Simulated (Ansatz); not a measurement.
# In3Sb: structure and electronic properties

One table from this session's results is given with a row withheld; the runs are named, their logs left out.

Computed with Ansatz 0.2.0 (DFT PBEsol, scalar-relativistic, plane waves, PAW, unless a step's input says otherwise).

## Starting point

The structure is cubic, space group Pm-3m (No. 221). The conventional cell has a = 4.837 Å, b = 4.837 Å, c = 4.837 Å, α = 90.00°, β = 90.00°, γ = 90.00°. Around In (site symmetry 4/mmm) lie 8 In at 3.42 Å and 4 Sb at 3.42 Å. Sb (site symmetry m-3m) has 12 In at 3.42 Å as nearest neighbours.

Coordinates:

```cif
data_structure
_symmetry_space_group_name_H-M 'Pm-3m'
_symmetry_Int_Tables_number 221
_cell_length_a 4.8370
_cell_length_b 4.8370
_cell_length_c 4.8370
_cell_angle_alpha 90.000
_cell_angle_beta 90.000
_cell_angle_gamma 90.000
_cell_volume 113.17
loop_
_atom_site_label
_atom_site_type_symbol
_atom_site_symmetry_multiplicity
_atom_site_Wyckoff_symbol
_atom_site_fract_x
_atom_site_fract_y
_atom_site_fract_z
_atom_site_occupancy
In1 In 3 c 0.50000 0.50000 0.00000 1
Sb1 Sb 1 a 0.00000 0.00000 0.00000 1
```

The structure comes from the Materials Project (structure only).

The first run:

(A quick probe on a coarse mesh, which set the mesh and smearing, is not shown.)

input.yaml reads:

```yaml
crystal:
  lattice:
    - [4.836962, 0.0, 0.0]
    - [0.0, 4.836962, 0.0]
    - [0.0, 0.0, 4.836962]
  atoms:
    - { symbol: In, position: [0.5, 0.5, 0.0] }
    - { symbol: In, position: [0.5, 0.0, 0.5] }
    - { symbol: In, position: [0.0, 0.5, 0.5] }
    - { symbol: Sb, position: [0.0, 0.0, 0.0] }
basis:
  ecutwfc: 420
kpoints:
  mp_grid: { grid: [10, 10, 10] }
hamiltonian:
  xc: pbesol
scf:
  occupations: { method: gaussian, width: 0.1 }
output:
  forces: true
  stress: true
  eigenvalues: true
  write_density: true
  write_potential: true
  elf: true
  volumetric_format: npy
relax:
  adjacent_minimum: "off"
  f_tol: 0.005
  max_steps: 80
  cell: { stress_tol: 0.05 }
```

On the command line:

```bash
$ ansatz run input.yaml --threads 1 --pin off --max-ram 2560MiB --backend cpu --events-out ev --progress --plain --runs-dir out
```

Among the steps run: Full relaxation; Static run: bands, density of states and charges; Volume × 0.97; Point at V/V0 = 1.03; Point at V/V0 = 0.94; The cell scaled to 1.06 of its volume.

One table of the session follows, with a row left open; its other results are not shown here.

```
volume (Å³/atom)  energy above the lowest point (meV/atom)  pressure (GPa)
          24.769                                      15.4            3.25
          25.559                                       3.7            1.49
          26.350                                       0.0            0.01
          27.140                                         ?               ?
          27.931                                      11.9           -2.28
```

Estimate the missing values for volume (Å³/atom) = 27.140.

Worked estimate for «energy above the lowest point (meV/atom)». A straight line through the neighbours (26.350, 0.0) and (27.931, 11.9) gives 0.0 + (11.9 − 0.0) × (27.140 − 26.350) / (27.931 − 26.350) = 5.9; a parabola fitted to 3 rows on both sides gives 2.7.

The run gave: energy above the lowest point (meV/atom): 3.1; pressure (GPa): -1.24. In «energy above the lowest point (meV/atom)» the line misses by +2.8 and the parabola by -0.4.

Limits of these values: Spin-orbit coupling is left out, which matters for the bands of Sb.
